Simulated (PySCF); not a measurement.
**LiHSe, a cluster of ions: interaction energy**

The task here is to estimate one member of a computed series from the others.

Computed with PySCF 2.14.0; each step states its level. No surroundings beyond the atoms listed, unless a continuum is named. Atoms count from 0, parts from 1.

### The system as given

3 atoms, charge 0, multiplicity 1; geometry: GFN1-xTB. Parts: 1 = atom 0, `[Li+]`, charge 1; 2 = atoms 1–2, `[SeH-]`, charge -1.

Set-up of the first run:

Job settings and geometry (Å):

```
{"job": {"xc": "PBE0", "basis": "def2-SVPD", "d3": "d3bj", "grid": 2, "kind": "geom", "shake": 0.01}, "charge": 0, "multiplicity": 1, "parts": [{"atoms": "0-0", "charge": 1, "multiplicity": 1}, {"atoms": "1-2", "charge": -1, "multiplicity": 1}]}
Li     0.059548     0.182392    -0.252637
Se    -0.925189     0.817538    -2.020674
H      0.387498     1.366142    -1.558502
```

On the command line:

```bash
$ OMP_NUM_THREADS=1 python cluster_run.py task.json out
```

The driver reads the jobs from task.json and runs them one after another.

Among the steps run: Relaxing the molecule at PBE0-D3(BJ)/def2-SVPD; Coupled-cluster interaction energy: CCSD(T) and MP2, 2.28 Å; Coupled-cluster interaction energy: CCSD(T) and MP2, 2.51 Å; Coupled-cluster interaction energy: CCSD(T) and MP2, 2.17 Å; Coupled-cluster interaction energy: CCSD(T) and MP2, 2.85 Å; Coupled-cluster interaction energy: CCSD(T) and MP2, 2.06 Å; Coupled-cluster interaction energy: CCSD(T) and MP2, 3.42 Å; Coupled-cluster interaction energy: CCSD(T) and MP2, 4.57 Å.

One table of the session follows, with a row left open; its other results are not shown here.

It belongs to the step «Coupled-cluster interaction energy: CCSD(T) and MP2, 4.57 Å». 

| method | interaction energy (kcal/mol) |
| --- | --- |
| HF/aug-cc-pVDZ | -81.84 |
| MP2/aug-cc-pVDZ | -84.41 |
| CCSD/aug-cc-pVDZ | -84.71 |
| CCSD(T)/aug-cc-pVDZ | -86.15 |
| HF/aug-cc-pVTZ | -81.87 |
| MP2/aug-cc-pVTZ | -84.04 |
| SCS-MP2/aug-cc-pVTZ | ? |
| MP2, extrapolated | -83.87 |
| CCSD(T), limit estimate | -85.61 |

Q: Estimate the row for SCS-MP2/aug-cc-pVTZ from the others.

**Answer.** interaction energy (kcal/mol): -84.36. In the column «interaction energy (kcal/mol)» it lies between MP2/aug-cc-pVDZ (-84.41) and MP2/aug-cc-pVTZ (-84.04).

In this run the core of Li (1s) is correlated, in a basis without core functions; only the other cores are frozen.

To keep in mind: At 4.57 Å a test (T1, the size of the triples or of CCSD(T) less MP2, charge moved between the parts) flags the run, so its CCSD(T) estimate is not taken as a benchmark.
